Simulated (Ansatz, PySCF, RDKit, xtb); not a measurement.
# Which structure has the formula SiSbH2?

Task: start from the formula SiSbH2 (odd number of electrons), draw up candidate structures, narrow them down in stages, and characterise the one that lies lowest at 298.15 K.

The funnel: GFN2-xTB relaxations, single points with a density functional, relaxations at r2SCAN-D4/def2-SVP, harmonic vibrations, and a last energy at a higher level. All values are calculated.

6 further runs of the same task are left out: 6 set aside as unsound or not needed.

**1. Possible bonding patterns**

A program enumerates the bonding patterns with one Lewis structure each (two rings at most, one unusual centre or charged pair), with their diastereomers. O–O, O–halogen and N–halogen bonds and N–N–N chains are not drawn. That gives 3 candidates.

```
label       SMILES     spin
 c039  [Si]=[SbH2]  doublet
 c359  [SiH2]=[Sb]  doublet
 c412  [SiH]=[SbH]  doublet
```

Candidates are built by distance geometry, with a force field where one applies, in up to four conformers (letters a to d). 10 starts with atoms placed at random are added, to find patterns that the rules miss.

**Question.** With final energies at CCSD(T)/def2-TZVPP, which structure will this search put lowest in free energy, and by what margin?

| quantity | value |
| --- | --- |
| lowest structure found | [SiH2]=[Sb], doublet, C2v |
| next finalist | [SiH]=[SbH], doublet, 18.2 kcal/mol higher in G |
| share at equilibrium, among the finalists | 100.0 % |
| harmonic wavenumbers, lowest and highest (r2SCAN-D4/def2-SVP) | 387 and 2223 cm⁻¹ |
| rotational constants, same geometry | 5.523, 0.1159, 0.1135 cm⁻¹ |
| dipole moment (PBE0/def2-TZVPD) | 0.46 D |
| HOMO energy (highest over α and β) (PBE0/def2-TZVPD) | -6.16 eV |
| LUMO energy (lowest over α and β) (PBE0/def2-TZVPD) | -3.23 eV |
| lowest excitation (TD-PBE0/def2-SVPD) | 1.29 eV (f = 0.000) |
| strongest of the states computed, same level | 3.92 eV (f = 0.183) |
| vertical ionisation energy (to the singlet cation) | 8.35 eV |
| vertical electron affinity | 1.57 eV |
| vertical quartet less doublet | +1.41 eV |

The lowest structure found is `[SiH2]=[Sb]`. The margin of 18.2 kcal/mol over the next finalist is beyond the usual error of the last level; it says nothing of structures that weren't ranked. GFN2-xTB, HF/STO-3G, r2SCAN-D4/def2-SVP, r2SCAN-D4/def2-SVP, relaxed, HF/def2-TZVPP and MP2/def2-TZVPP already put its bonding pattern lowest among the structures in one piece. A large T1 diagnostic among the finalists warns that one reference determinant may not suffice. It concerns: the winner; the finalist [SiH]=[SbH] (doublet); the finalist [SiH]=[SbH] (doublet). Spin-orbit coupling, which matters for elements this heavy, is left out. The stability test raises a flag; for an open shell a flag towards a general spinor solution can be the free rotation of the spin. The search is not exhaustive (a finite list of starts, one conformer a finalist), so a lower isomer can't be ruled out.
